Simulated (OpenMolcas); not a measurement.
# WH2O4 (tungstic acid) at mPW1PW91/def2-TZVP (RICD fitting, core potential)

Aim: the vertical electron affinity of WH2O4 (tungstic acid) at mPW1PW91/def2-TZVP (RICD fitting, core potential), from 2 runs. 

Program for the calculation: OpenMolcas 26.06.

### 1 The molecule

WH2O4: 7 atoms, total charge 0, spin state singlet. As SMILES, `[O]=[W](=[O])([OH])[OH]`. The shape comes from GFN2-xTB, which is rough for such elements, and wasn't checked as a minimum. This is one conformer, not always the lowest.

Bond lengths: O1–W2 1.695 Å, W2–O3 1.695 Å, W2–O4 1.866 Å, W2–O5 1.867 Å, O4–H6 0.967 Å, O5–H7 0.967 Å. Angles: O1–W2–O3 110.5°, O1–W2–O4 109.1°, O1–W2–O5 109.3°, O3–W2–O4 109.5°, O3–W2–O5 109.2°, O4–W2–O5 109.3°, W2–O4–H6 163.0°, W2–O5–H7 162.7°.

### 2 A single-point energy at mPW1PW91/def2-TZVP (RICD fitting, core potential)

Contents of job.input:

```
* H2O4W Kohn-Sham DFT
&GATEWAY
BasLib = $CurrDir
Coord
7
angstrom
O       -1.280840       1.491220      -0.016570
W       -0.090170       0.319530       0.270320
O        0.677540       0.603780       1.754420
O       -0.886610      -1.367370       0.295490
O        1.177580       0.381940      -1.098280
H       -1.479270      -2.106820       0.486010
H        1.881770       0.677710      -1.691390
Basis = def2-TZVP
Group = NoSym
RICD
&SEWARD
GridInput
Grid=Coarse
End of Grid
&SCF
KSDFT = HYB_GGA_XC_MPW1PW
PrOrbitals = 0
```

The basis set def2-TZVP is read from a file made from the Basis Set Exchange's data (not shown).

Run with:

```bash
$ export MOLCAS_MEM=1860
$ pymolcas job.input > job.log
```

Log:

```text
--- Start Module: gateway ---
[...]
--- Stop Module: gateway /rc=_RC_ALL_IS_WELL_ ---
--- Start Module: seward ---
[...]
      Basis functions          176
--- Stop Module: seward /rc=_RC_ALL_IS_WELL_ ---
[...]
--- Start Module: scf ---
[...]
       Convergence after  18 Iterations
[...]
::    Total KS-DFT energy                            -369.4687899698
[...]
      Total spin, S                                     0.0000000000
[...]
      Total electronic charge=   48.000000
      Total            charge=   -0.000000
[...]
      Dipole Moment (debye):
      Origin of the operator (angstrom)=   -0.0847    0.3004    0.2539
                   X=  7.6374E-01               Y= -2.7622E+00               Z= -2.3349E+00           Total=  3.6966E+00
      Quadrupole Moment (debye*angstrom):
[...]
--- Stop Module: scf /rc=_RC_ALL_IS_WELL_ ---
[...]
```

It took 26 s on 1 thread of Arm Neoverse V1, shared host; peak memory 0.17 GiB.

### 3 The doublet anion

Contents of job.input:

```
&GATEWAY
  BasLib
  $CurrDir
  Coord
  7
  angstrom
  O       -1.280840       1.491220      -0.016570
  W       -0.090170       0.319530       0.270320
  O        0.677540       0.603780       1.754420
  O       -0.886610      -1.367370       0.295490
  O        1.177580       0.381940      -1.098280
  H       -1.479270      -2.106820       0.486010
  H        1.881770       0.677710      -1.691390
  Basis
  def2-TZVP
  Group
  NoSym
  RICD

&SEWARD
  GridInput
  Grid=Coarse
  End of Grid

&SCF
  UHF
  Charge
  -1
  Spin
  2
  KSDFT
  HYB_GGA_XC_MPW1PW
  PrOrbitals
  0
```

The basis set def2-TZVP is read from a file made from the Basis Set Exchange's data (not shown).

Run with:

```bash
$ export MOLCAS_MEM=1860
$ pymolcas job.input > job.log
```

Log:

```text
--- Start Module: gateway ---
[...]
--- Stop Module: gateway /rc=_RC_ALL_IS_WELL_ ---
--- Start Module: seward ---
[...]
      Basis functions          176
--- Stop Module: seward /rc=_RC_ALL_IS_WELL_ ---
[...]
--- Start Module: scf ---
[...]
       Convergence after  43 Iterations
[...]
::    Total KS-DFT energy                            -369.4388095171
[...]
      Total spin, S                                     0.5014603650
[...]
      Total electronic charge=   49.000000
      Total            charge=   -1.000000
[...]
      Dipole Moment (debye):
      Origin of the operator (angstrom)=   -0.0847    0.3004    0.2539
                   X=  6.9383E-01               Y= -2.5528E+00               Z= -2.1407E+00           Total=  3.4031E+00
      Center of Charge (angstrom)
[...]
--- Stop Module: scf /rc=_RC_ALL_IS_WELL_ ---
[...]
```

Wall time 90 s (1 thread of Arm Neoverse V1, shared host); peak memory 0.18 GiB.

### 4 Results

At mPW1PW91/def2-TZVP (RICD fitting, core potential):

```
                                         quantity          value
                      singlet WH2O4: total energy  -369.46879 Eh
                     singlet WH2O4: dipole moment         3.70 D
                       singlet WH2O4: HOMO energy       -8.77 eV
                       singlet WH2O4: LUMO energy       -1.31 eV
                     singlet WH2O4: HOMO–LUMO gap        7.45 eV
                      doublet anion: total energy  -369.43881 Eh
doublet anion: HOMO energy (highest over α and β)        2.96 eV
 doublet anion: LUMO energy (lowest over α and β)        4.46 eV
                              doublet anion: ⟨S²⟩          0.753
vertical electron affinity (to the doublet anion)      -0.816 eV
```

In words: The anion lies 0.82 eV (18.8 kcal/mol) above the neutral: the electron isn't bound at this level, and such a value depends on the basis. Without diffuse functions anions come out too high. Mulliken charges (singlet WH2O4) run from -0.68 on O5 to +1.63 on W2. The HOMO (doublet anion) lies at positive energy, 2.96 eV; only total energies tell whether the electron is bound.
